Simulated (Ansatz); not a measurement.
# MgO (Fm-3m): how far a G0W0 gap depends on its settings

Aim: test how the G0W0 gap of MgO (database structure) moves with the number of bands, the screening cutoff and the other choices.

Code: Ansatz 0.2.0. G0W0, plane waves. Spin-unpolarised throughout; all numbers are computed.

## Step 1: The structure to begin with

The cell was relaxed beforehand with r2SCAN.

It is cubic, Fm-3m (No. 225); a = 4.204 Å in the conventional setting, 9.29 Å³ an atom. Near Mg stand 6 O at 2.10 Å; near O stand 6 Mg at 2.10 Å.

Coordinates:

```cif
data_structure
_symmetry_space_group_name_H-M 'Fm-3m'
_symmetry_Int_Tables_number 225
_cell_length_a 4.2043
_cell_length_b 4.2043
_cell_length_c 4.2043
_cell_angle_alpha 90.000
_cell_angle_beta 90.000
_cell_angle_gamma 90.000
_cell_volume 74.32
loop_
_atom_site_label
_atom_site_type_symbol
_atom_site_symmetry_multiplicity
_atom_site_Wyckoff_symbol
_atom_site_fract_x
_atom_site_fract_y
_atom_site_fract_z
_atom_site_occupancy
Mg1 Mg 4 a 0.00000 0.00000 0.00000 1
O1 O 4 b 0.50000 0.00000 0.00000 1
```

## Step 2: 55 empty bands, 120 eV

File input.yaml:

```yaml
crystal:
  lattice:
    - [0.0, 2.1021677879, 2.1021677879]
    - [2.1021677879, 0.0, 2.1021677879]
    - [2.1021677879, 2.1021677879, 0.0]
  atoms:
    - { symbol: Mg, position: [0.0, 0.0, 0.0] }
    - { symbol: O, position: [0.5, 0.5, 0.5] }
kpoints:
  mp_grid: { grid: [8, 8, 8] }
hamiltonian:
  xc: pbe
scf:
  occupations: { method: fixed }
gw:
  n_empty_bands: 55
  ecut_chi: 120
  qp_bands: [v2, c2]
  qp_kpoints: band_edges
  screening: { model: contour_deformation }
```

## Step 3: 137 empty bands, 220 eV

input.yaml: that of step 2 with these lines changed.

```diff
@@ -15,4 +15,4 @@
 gw:
-  n_empty_bands: 55
-  ecut_chi: 120
+  n_empty_bands: 137
+  ecut_chi: 220
   qp_bands: [v2, c2]
```

## Step 4: 252 empty bands, 300 eV

input.yaml: that of step 3 with these lines changed.

```diff
@@ -15,4 +15,4 @@
 gw:
-  n_empty_bands: 137
-  ecut_chi: 220
+  n_empty_bands: 252
+  ecut_chi: 300
   qp_bands: [v2, c2]
```

## Step 5: Starting from HSE06

input.yaml: that of step 4 with these lines changed.

```diff
@@ -11,3 +11,3 @@
 hamiltonian:
-  xc: pbe
+  xc: hse06
 scf:
@@ -15,4 +15,4 @@
 gw:
-  n_empty_bands: 252
-  ecut_chi: 300
+  n_empty_bands: 137
+  ecut_chi: 220
   qp_bands: [v2, c2]
```

## Step 6: Starting from r2SCAN

input.yaml: that of step 5 with these lines changed.

```diff
@@ -11,3 +11,3 @@
 hamiltonian:
-  xc: hse06
+  xc: r2scan
 scf:
```

## Step 7: Starting from PBE0

input.yaml: that of step 6 with these lines changed.

```diff
@@ -11,3 +11,3 @@
 hamiltonian:
-  xc: r2scan
+  xc: pbe0
 scf:
```

## Step 8: A plasmon pole in place of the full frequency dependence

input.yaml: that of step 7 with these lines changed.

```diff
@@ -11,3 +11,3 @@
 hamiltonian:
-  xc: pbe0
+  xc: pbe
 scf:
@@ -19,2 +19,2 @@
   qp_kpoints: band_edges
-  screening: { model: contour_deformation }
+  screening: { model: godby_needs }
```

## Step 9: A finer mesh, 10×10×10

input.yaml: that of step 8 with these lines changed.

```diff
@@ -9,3 +9,3 @@
 kpoints:
-  mp_grid: { grid: [8, 8, 8] }
+  mp_grid: { grid: [10, 10, 10] }
 hamiltonian:
@@ -15,6 +15,6 @@
 gw:
-  n_empty_bands: 137
-  ecut_chi: 220
+  n_empty_bands: 30
+  ecut_chi: 80
   qp_bands: [v2, c2]
   qp_kpoints: band_edges
-  screening: { model: godby_needs }
+  screening: { model: contour_deformation }
```

## Step 10: Norm-conserving pseudopotentials

input.yaml: that of step 9 with these lines changed.

```diff
@@ -9,5 +9,6 @@
 kpoints:
-  mp_grid: { grid: [10, 10, 10] }
+  mp_grid: { grid: [8, 8, 8] }
 hamiltonian:
   xc: pbe
+  pseudopotentials: { kind: nc }
 scf:
@@ -15,4 +16,4 @@
 gw:
-  n_empty_bands: 30
-  ecut_chi: 80
+  n_empty_bands: 137
+  ecut_chi: 220
   qp_bands: [v2, c2]
```

Before running it: what results should come out? Wanted: for each run, start; potentials; frequencies; empty bands; cutoff; Kohn-Sham gap; G0W0 gap.

As calculated:

```
 start  potentials  frequencies  empty bands  cutoff (eV)      mesh  Kohn-Sham gap (eV)  G0W0 gap (eV)
   PBE         PAW         full           55          120     8×8×8                4.80           7.12
   PBE         PAW         full          137          220     8×8×8                4.80           7.34
   PBE         PAW         full          252          300     8×8×8                4.80           7.39
 HSE06         PAW         full          137          220     8×8×8                6.54           8.19
r2SCAN         PAW         full          137          220     8×8×8                5.68           7.84
  PBE0         PAW         full          137          220     8×8×8                7.28           8.40
   PBE         PAW         pole          137          220     8×8×8                4.80           7.31
   PBE         PAW         full           30           80  10×10×10                4.80           6.95
   PBE          NC         full          137          220     8×8×8                4.80           7.36
```

Gaps are those on each run's own mesh.

What this shows: With bands and cutoff raised together, from 55 bands at 120 eV to 252 at 300 eV, the gap moves by +0.27 eV, and on the last rung by +0.05 eV; extrapolated in 1/N from the last two rungs, the limit on this k mesh would lie near 7.4 eV. The starting point matters: against PBE, HSE06 gives +0.86 eV, r2SCAN gives +0.50 eV, PBE0 gives +1.06 eV. The plasmon pole changes the gap by -0.028 eV. Norm-conserving potentials change it by +0.018 eV.
